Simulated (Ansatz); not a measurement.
# GeH4: the cost of one run

Computed with Ansatz 0.2.0, Gaussian basis. Level: PBE0-D4/def2-TZVP structures, single points in def2-TZVPP, no counterpoise correction.

Levels: SPW92, PBE-D4, BLYP-D4, r2SCAN-D4, B97M-V, PBE0-D4, B3LYP-D4, r2SCAN0-D4, BHLYP-D4, CAM-B3LYP-D4, wB97X-V, wB97M-V, B2PLYP, PBE-QIDH, RPA on PBE, Hartree-Fock, MP2, CCSD, CCSD(T).

Correlated methods freeze the cores. Filled d shells of the heavier atoms are correlated. B3LYP uses VWN-RPA correlation. B2PLYP carries no dispersion term here.

113 further runs of the same task are left out: 113 set aside as unsound or not needed.

### Step 1. Starting geometry

The complex: 10 atoms, charge 0, spin multiplicity 1.

Atoms are counted from 1 here; the program's logs count them from 0.

Bond lengths: Ge1–H2 1.548 Å, Ge1–H3 1.538 Å, Ge1–H4 1.530 Å, Ge1–H5 1.527 Å, H6–O7 0.963 Å, O7–H10 0.959 Å, H8–F9 0.932 Å. Angles: H2–Ge1–H3 105.9°, H2–Ge1–H4 109.4°, H2–Ge1–H5 109.1°, H3–Ge1–H4 109.5°, H3–Ge1–H5 110.4°, H4–Ge1–H5 112.3°, H6–O7–H10 105.7°.

As a file:

```tsv
atom	x (Å)	y (Å)	z (Å)
Ge1	-0.7181	-1.3517	-0.2498
H2	0.6817	-0.9804	-0.7966
H3	-0.8461	-2.8750	-0.4163
H4	-0.7962	-0.9922	1.2353
H5	-1.7832	-0.6346	-1.0757
H6	0.5960	1.9332	0.2818
O7	-0.3254	1.8073	0.0303
H8	1.7474	0.0693	-0.0266
F9	2.2838	0.7415	0.3317
H10	-0.8399	2.2825	0.6857
```

Its parts: GeH4 holds atoms 1, 2, 3, 4, 5; H2O holds atoms 6, 7, 10; HF holds atoms 8, 9. Each part counts its atoms afresh in its own runs.

### Step 2. Relaxing GeH4 alone

Input file relax-a/in.yaml:

```yaml
crystal:
  periodic: [false, false, false]
  atoms:
    - {symbol: Ge, position_ang: [-0.718075, -1.351671, -0.249819]}
    - {symbol: H, position_ang: [0.681663, -0.980410, -0.796595]}
    - {symbol: H, position_ang: [-0.846110, -2.874993, -0.416350]}
    - {symbol: H, position_ang: [-0.796242, -0.992193, 1.235301]}
    - {symbol: H, position_ang: [-1.783183, -0.634600, -1.075676]}
basis:
  gaussian: {orbitals: def2-TZVP}
hamiltonian: {xc: pbe0, dispersion: d4}
relax: {f_tol: 0.005, max_steps: 200}
```

Command:

```sh
> ansatz run in.yaml --threads 4 --pin off --events-out ev --progress --plain --max-ram 9574MiB
```

**Question.** How long does this run take on 4 threads of Arm Neoverse V2, shared host?

About 1.5 s.
